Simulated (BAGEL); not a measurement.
**B2H6S2 (SMILES [BH2-]1[SH+][BH2-][SH+]1): HF/6-31G(d) (density fitting with qzvpp-jkfit, spherical functions)**

What is the energy change on altering one bond length of B2H6S2 at HF/6-31G* (density fitting with qzvpp-jkfit, spherical functions)? 

Program for the calculation: BAGEL 1.2.2.

## 1. Starting point

B2H6S2 has 10 atoms, charge 0, and is taken as a singlet. As SMILES, `[BH2-]1[SH+][BH2-][SH+]1`. Geometry: relaxed at PBE0-D4/def2-TZVP.

Bond lengths: B1–S2 1.961 Å, S2–B3 1.961 Å, B1–S4 1.961 Å, B3–S4 1.961 Å, B1–H5 1.195 Å, B1–H6 1.198 Å, S2–H7 1.346 Å, B3–H8 1.195 Å, B3–H9 1.198 Å, S4–H10 1.346 Å. Some angles: B1–S2–B3 80.4°, S2–B1–S4 96.7°, S2–B3–S4 96.7°, B1–S4–B3 80.4°, B1–S2–H7 98.6°, B3–S2–H7 98.6°, S2–B1–H5 114.0°, S2–B1–H6 105.9°, S4–B1–H5 114.0°, S4–B1–H6 105.9°.

## 2. A single-point energy at HF/6-31G(d) (density fitting with qzvpp-jkfit, spherical functions)

File input.json:

```json
{ "bagel" : [

{
  "title" : "molecule",
  "basis" : "6-31gs.json",
  "df_basis" : "qzvpp-jkfit",
  "angstrom" : true,
  "geometry" : [
    { "atom" : "B", "xyz" : [      -0.594400,       1.014400,      -0.540900 ] },
    { "atom" : "S", "xyz" : [      -0.927100,      -0.914200,      -0.668800 ] },
    { "atom" : "B", "xyz" : [       0.179400,      -0.879400,       0.950000 ] },
    { "atom" : "S", "xyz" : [       0.947400,       0.902700,       0.665900 ] },
    { "atom" : "H", "xyz" : [      -0.355500,       1.537600,      -1.588800 ] },
    { "atom" : "H", "xyz" : [      -1.492600,       1.459100,       0.115100 ] },
    { "atom" : "H", "xyz" : [       0.031400,      -1.224600,      -1.560700 ] },
    { "atom" : "H", "xyz" : [       0.990400,      -1.755900,       1.004200 ] },
    { "atom" : "H", "xyz" : [      -0.583700,      -0.765100,       1.866200 ] },
    { "atom" : "H", "xyz" : [       1.887500,       0.574300,      -0.239100 ] }
  ]
},

{
  "title" : "hf"
},

{
  "title" : "print",
  "file" : "orbitals.molden",
  "orbitals" : true
}

]}
```

The basis set 6-31G* is read from a file made from the Basis Set Exchange's data (not shown).

Run with:

```
$ BAGEL_NUM_THREADS=1 BAGEL input.json > input.out
```

The log of the run:

```text
* using 1 threads per process

  ===============================================================
  ===============================================================

  *** Geometry ***

  { "atom" : "B", "xyz" : [     -1.123253,      1.916938,     -1.022153 ] },
  { "atom" : "S", "xyz" : [     -1.751965,     -1.727588,     -1.263849 ] },
  { "atom" : "B", "xyz" : [      0.339017,     -1.661825,      1.795240 ] },
  { "atom" : "S", "xyz" : [      1.790327,      1.705856,      1.258369 ] },
  { "atom" : "H", "xyz" : [     -0.671798,      2.905643,     -3.002397 ] },
  { "atom" : "H", "xyz" : [     -2.820605,      2.757299,      0.217507 ] },
  { "atom" : "H", "xyz" : [      0.059337,     -2.314159,     -2.949296 ] },
  { "atom" : "H", "xyz" : [      1.871585,     -3.318170,      1.897663 ] },
  { "atom" : "H", "xyz" : [     -1.103033,     -1.445829,      3.526607 ] },
  { "atom" : "H", "xyz" : [      3.566858,      1.085270,     -0.451834 ] },

  Number of auxiliary basis functions:      514

  Since a DF basis is specified, we compute 2- and 3-index integrals:
    o Being stored without compression. Storage requirement is 0.024 GB

  Number of basis functions:       76
  Number of electrons      :       48

    * METHOD: MOLECULE                             0.21

  *** RHF ***

  === Nuclear Repulsion ===
   200.3682039275

      * DIIS with orbital gradients will be used.

  === RHF iteration (6-31gs.json) ===
      0       -847.81144688          0.01104206           0.05
      1       -847.88305024          0.00331773           0.05
      2       -847.88979097          0.00130944           0.05
      3       -847.89077043          0.00020287           0.05
      4       -847.89080408          0.00006335           0.05
      5       -847.89080765          0.00001053           0.05
      6       -847.89080782          0.00000256           0.05
      7       -847.89080783          0.00000048           0.05
      8       -847.89080783          0.00000015           0.05
      9       -847.89080783          0.00000004           0.04
     10       -847.89080783          0.00000001           0.05
    * SCF iteration converged.

    * Permanent dipole moment:
           (   -0.644677,     0.216863,     0.610043) a.u.

    * METHOD: HF                                   0.68

    * METHOD: PRINT                                0.01

  ===============================================================
```

It took 1.1 s on 1 thread of Intel Xeon 6975P-C (Granite Rapids), shared host.

## 3. The distorted shape, same level

File input.json:

```json
{ "bagel": [

{
  "title": "molecule",
  "basis": "6-31gs.json",
  "df_basis": "qzvpp-jkfit",
  "angstrom": "true",
  "geometry": [
    { "atom": "B", "xyz": [      -0.666074,       0.857431,      -0.226512 ] },
    { "atom": "S", "xyz": [      -0.998774,      -1.071169,      -0.354412 ] },
    { "atom": "B", "xyz": [       0.107726,      -1.036369,       1.264388 ] },
    { "atom": "S", "xyz": [       0.875726,       0.745731,       0.980288 ] },
    { "atom": "H", "xyz": [      -0.355500,       1.537600,      -1.588800 ] },
    { "atom": "H", "xyz": [      -1.564274,       1.302131,       0.429488 ] },
    { "atom": "H", "xyz": [      -0.040274,      -1.381569,      -1.246312 ] },
    { "atom": "H", "xyz": [       0.918726,      -1.912869,       1.318588 ] },
    { "atom": "H", "xyz": [      -0.655374,      -0.922069,       2.180588 ] },
    { "atom": "H", "xyz": [       1.815826,       0.417331,       0.075288 ] }
  ]
},

{
  "title": "hf"
},

{
  "title": "print",
  "file": "orbitals.molden",
  "orbitals": "true"
}

]}
```

The basis set 6-31G* is read from a file made from the Basis Set Exchange's data (not shown).

Run with:

```
$ BAGEL_NUM_THREADS=1 BAGEL input.json > input.out
```

The log of the run:

```text
* using 1 threads per process

  ===============================================================
  ===============================================================

  *** Geometry ***

  { "atom" : "B", "xyz" : [     -1.258697,      1.620310,     -0.428046 ] },
  { "atom" : "S", "xyz" : [     -1.887409,     -2.024216,     -0.669742 ] },
  { "atom" : "B", "xyz" : [      0.203573,     -1.958454,      2.389347 ] },
  { "atom" : "S", "xyz" : [      1.654882,      1.409227,      1.852476 ] },
  { "atom" : "H", "xyz" : [     -0.671798,      2.905643,     -3.002397 ] },
  { "atom" : "H", "xyz" : [     -2.956049,      2.460671,      0.811615 ] },
  { "atom" : "H", "xyz" : [     -0.076107,     -2.610787,     -2.355188 ] },
  { "atom" : "H", "xyz" : [      1.736141,     -3.614799,      2.491770 ] },
  { "atom" : "H", "xyz" : [     -1.238477,     -1.742458,      4.120714 ] },
  { "atom" : "H", "xyz" : [      3.431414,      0.788641,      0.142274 ] },

  Number of auxiliary basis functions:      514

  Since a DF basis is specified, we compute 2- and 3-index integrals:
    o Being stored without compression. Storage requirement is 0.024 GB

  Number of basis functions:       76
  Number of electrons      :       48

    * METHOD: MOLECULE                             0.22

  *** RHF ***

  === Nuclear Repulsion ===
   199.1310052597

      * DIIS with orbital gradients will be used.

  === RHF iteration (6-31gs.json) ===
      0       -847.77665817          0.01075931           0.05
      1       -847.84696392          0.00317367           0.05
      2       -847.85360852          0.00126752           0.04
      3       -847.85454832          0.00020845           0.05
      4       -847.85458475          0.00006937           0.04
      5       -847.85458901          0.00001189           0.05
      6       -847.85458924          0.00000350           0.05
      7       -847.85458925          0.00000113           0.05
      8       -847.85458925          0.00000031           0.06
      9       -847.85458925          0.00000009           0.06
     10       -847.85458925          0.00000002           0.05
     11       -847.85458925          0.00000001           0.05
    * SCF iteration converged.

    * Permanent dipole moment:
           (   -0.649960,     0.398617,     0.370038) a.u.

    * METHOD: HF                                   0.74

    * METHOD: PRINT                                0.01

  ===============================================================
```

Run time: 1.1 s. Hardware: 1 thread of Intel Xeon 6975P-C (Granite Rapids), shared host.

## 4. Summary of results

Level: HF/6-31G* (density fitting with qzvpp-jkfit, spherical functions).

```
                                                         quantity          value
                                        first shape: total energy  -847.89081 Eh
                                       first shape: dipole moment         2.32 D
                                         first shape: HOMO energy      -11.04 eV
                                         first shape: LUMO energy        3.99 eV
                                       first shape: HOMO–LUMO gap       15.02 eV
                                    distorted shape: total energy  -847.85459 Eh
                                   distorted shape: dipole moment         2.15 D
                                     distorted shape: HOMO energy      -10.70 eV
                                     distorted shape: LUMO energy        3.67 eV
                                   distorted shape: HOMO–LUMO gap       14.37 eV
energy change with the B1–H5 bond stretched from 1.195 to 1.554 Å       0.986 eV
```

In words: With the B1–H5 bond stretched from 1.195 to 1.554 Å the energy rises by 0.99 eV (22.7 kcal/mol). The first shape isn't relaxed at this level, so the change isn't measured from a minimum.
